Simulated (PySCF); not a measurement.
# [Eu(H2O)2]3+: other functionals and bases at one geometry

One table from this session's results is given with a row withheld; the runs are named, their logs left out.

The runs use PySCF 2.14.0; several levels, as the steps say, no spin–orbit coupling.

2 further runs of the same task are left out: 2 for a known fault of the program.

### The starting structure

7 atoms, charge 3, spin multiplicity 1.

Bond lengths: Eu1–O2 2.252 Å, Eu1–O5 2.251 Å, O2–H3 0.994 Å, O2–H4 0.993 Å, O5–H6 0.993 Å, O5–H7 0.994 Å. Angles: O2–Eu1–O5 111.2°, Eu1–O2–H3 128.1°, Eu1–O2–H4 129.4°, H3–O2–H4 102.5°, Eu1–O5–H6 129.3°, Eu1–O5–H7 128.0°, H6–O5–H7 102.7°.

As a file:

```
Eu   -0.1894    1.0834    0.0071
O     0.0754   -0.1750    1.8564
H     0.5236    0.0739    2.7081
H    -0.2469   -1.0957    2.0435
O    -0.0349   -0.1671   -1.8588
H     0.2985   -1.0959   -1.9672
H    -0.2767    0.0878   -2.7890
```

Formal oxidation states: Eu +3. Each metal's 6 4f electrons lie in its core potential, so multiplicities, spins and levels count the valence alone. An earlier session relaxed this geometry at PBE0, Eu lcecp-1-SVP with ECP52, O def2-SVP, H def2-SVP (singlet, point group C1).

At PBE0 on the finer grid: E = -186.695644 Eh, HOMO -26.43 eV, LUMO -18.53 eV, Mulliken charge on Eu1 +2.24 e, largest force component 0.018 eV/Å. 

Levels to run: PBE; revPBE; CAM-B3LYP; HF; PBE0, TZVP. Hardware: 2 threads of Arm Neoverse V1, shared host.

The first run:

run.py (the lines that set the calculation) reads:

```python
mol = gto.M(atom='''
Eu    -0.18943     1.08341     0.00707
O      0.07537    -0.17500     1.85638
H      0.52356     0.07394     2.70806
H     -0.24692    -1.09574     2.04348
O     -0.03491    -0.16706    -1.85876
H      0.29855    -1.09587    -1.96724
H     -0.27674     0.08777    -2.78899''',
    basis={'Eu': 'lcecp-1-SVP', 'O': 'def2-SVP', 'H': 'def2-SVP'},
    ecp={'Eu': 'lcecp-1-SVP'},
    charge=3, spin=0)
mf = dft.RKS(mol, xc='PBE')
mf.grids.atom_grid = (75, 302)  # f atoms: unpruned, at least (60, 302)
mf = mf.density_fit()  # fitting sets: Eu AutoAux, O def2-universal-JKFIT, H def2-universal-JKFIT
mf.conv_tol = 1e-08; mf.max_cycle = 55
mf.kernel(dm0)  # dm0: the density of the relaxed state
```

Command:

```sh
> OMP_NUM_THREADS=2 python run.py
```

Steps of the session up to this table: PBE; revPBE; CAM-B3LYP; HF; PBE0, TZVP.

One of the session's tables, all rows but one given; the rest of the session is left out.

| level | HOMO (eV) | gap (eV) | charge on Eu1 (e) | dipole (D) | largest force component (eV/Å) |
| --- | --- | --- | --- | --- | --- |
| PBE0 (relaxed here) | -26.43 | 7.91 | 2.24 | 2.95 | 0.02 |
| PBE | -24.68 | 5.17 | 2.14 | 3.27 | 0.46 |
| revPBE | ? | ? | ? | ? | ? |
| CAM-B3LYP | -27.90 | 10.47 | 2.23 | 2.89 | 0.11 |
| HF | -31.01 | 15.99 | 2.46 | 2.31 | 1.35 |
| PBE0, TZVP | -26.42 | 7.98 | 2.39 | 2.98 | 0.28 |

Q: Estimate the row for revPBE from the others.

**Answer.** HOMO (eV): -24.63; gap (eV): 5.19; charge on Eu1 (e): 2.15; dipole (D): 3.22; largest force component (eV/Å): 0.43. In the column «HOMO (eV)» it is the highest.

The dipole of a charged species depends on the origin, so these sizes hold for this origin alone.

In one basis the HOMO–LUMO gap runs from 5.17 eV (PBE) to 15.99 eV (HF). The largest leftover force, 1.35 eV/Å with HF, stands at a geometry relaxed at another level. With 4f in the core, its levels are missing from HOMO and gap, and its count is fixed, so no charge can pass from the ligands into it. Total energies of different levels can't be compared.
